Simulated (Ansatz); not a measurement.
# CH6AlFGeO: up Jacob's ladder to CCSD(T)

The task here is to estimate one member of a computed series from the others.

The runs use Ansatz 0.2.0, Gaussian basis; functionals in def2-TZVPP, the program's frozen cores in correlated methods.

The runs, in order: PBE-D4, r2SCAN-D4, PBE0-D4, B3LYP-D4, ωB97X-V, ωB97M-V, B2PLYP; CCSD(T)/def2-TZVPP; MP2/def2-QZVPP; extrapolation to the limit.

**The relaxed structure**

All runs share one geometry, relaxed beforehand with PBE0-D4 in a triple-zeta def2 set.

11 atoms, charge 0, spin multiplicity 1.

Atoms are counted from 1 here; the program's logs count them from 0.

Bond lengths: O1–C2 1.472 Å, O1–Al4 1.960 Å, O1–H6 0.963 Å, C2–Ge3 2.022 Å, C2–H7 1.089 Å, C2–H8 1.090 Å, Ge3–Al4 2.480 Å, Ge3–H9 1.540 Å, Ge3–H10 1.542 Å, Al4–F5 1.667 Å, Al4–H11 1.582 Å. Angles: C2–O1–Al4 109.3°, C2–O1–H6 113.8°, Al4–O1–H6 129.2°, O1–C2–Ge3 99.3°, O1–C2–H7 108.1°, O1–C2–H8 108.7°, Ge3–C2–H7 116.4°, Ge3–C2–H8 113.0°, H7–C2–H8 110.5°, C2–Ge3–Al4 76.6°, C2–Ge3–H9 107.3°, C2–Ge3–H10 107.2°, Al4–Ge3–H9 125.3°, Al4–Ge3–H10 124.3°, H9–Ge3–H10 106.9°, O1–Al4–Ge3 73.4°, O1–Al4–F5 102.6°, O1–Al4–H11 108.6° and more.

As a file:

```xyz
11
CH6AlFGeO
O    -1.0414    0.6053    0.1427
C    -0.5800   -0.1410   -1.0393
Ge    1.0501   -1.0363   -0.2455
Al    0.3468    0.5507    1.5255
F     1.0256    2.0695    1.4193
H    -1.6694    1.3061   -0.0612
H    -1.3863   -0.8001   -1.3591
H    -0.3332    0.5702   -1.8279
H     2.2170   -0.8156   -1.2258
H     0.7689   -2.5518   -0.2154
H    -0.3329    0.1861    2.9072
```

The first run:

Input file in.yaml:

```yaml
crystal:
  periodic: [false, false, false]
  atoms:
    - {symbol: O, position_ang: [-1.041356, 0.605332, 0.142730]}
    - {symbol: C, position_ang: [-0.580015, -0.140955, -1.039272]}
    - {symbol: Ge, position_ang: [1.050100, -1.036349, -0.245524]}
    - {symbol: Al, position_ang: [0.346798, 0.550714, 1.525542]}
    - {symbol: F, position_ang: [1.025617, 2.069499, 1.419339]}
    - {symbol: H, position_ang: [-1.669352, 1.306063, -0.061198]}
    - {symbol: H, position_ang: [-1.386260, -0.800149, -1.359132]}
    - {symbol: H, position_ang: [-0.333230, 0.570200, -1.827879]}
    - {symbol: H, position_ang: [2.217044, -0.815627, -1.225839]}
    - {symbol: H, position_ang: [0.768926, -2.551790, -0.215447]}
    - {symbol: H, position_ang: [-0.332872, 0.186063, 2.907181]}
basis:
  gaussian: {orbitals: def2-TZVPP}
hamiltonian: {xc: pbe, dispersion: d4}
output: {forces: true, orbitals: {seedname: orbitals}}
```

Launch:

```
$ ansatz run in.yaml --threads 4 --pin off --events-out ev --progress --plain --max-ram 10444MiB
```

Steps of the session up to this table: PBE-D4 (GGA); r2SCAN-D4 (meta-GGA); PBE0-D4 (hybrid); B3LYP-D4 (hybrid); ωB97X-V (range-separated); ωB97M-V (range-separated); B2PLYP (double hybrid); CCSD(T) in def2-TZVPP; MP2 in def2-QZVPP.

One of the session's tables, all rows but one given; the rest of the session is left out.

```
            method  atomisation energy (kJ/mol)
            PBE-D4                       3718.2
         r2SCAN-D4                       3705.5
           PBE0-D4                       3657.1
          B3LYP-D4                       3668.3
           ωB97X-V                       3709.8
           ωB97M-V                            ?
            B2PLYP                       3642.8
     HF/def2-TZVPP                       2671.3
    MP2/def2-TZVPP                       3676.5
   CCSD/def2-TZVPP                       3572.3
CCSD(T)/def2-TZVPP                       3624.7
           MP2/CBS                       3771.2
       CCSD(T)/CBS                       3719.4
```

Q: Estimate the row for ωB97M-V from the others.

**Answer.** atomisation energy (kJ/mol): 3690.9. In the column «atomisation energy (kJ/mol)» it lies between MP2/def2-TZVPP (3676.5) and r2SCAN-D4 (3705.5).
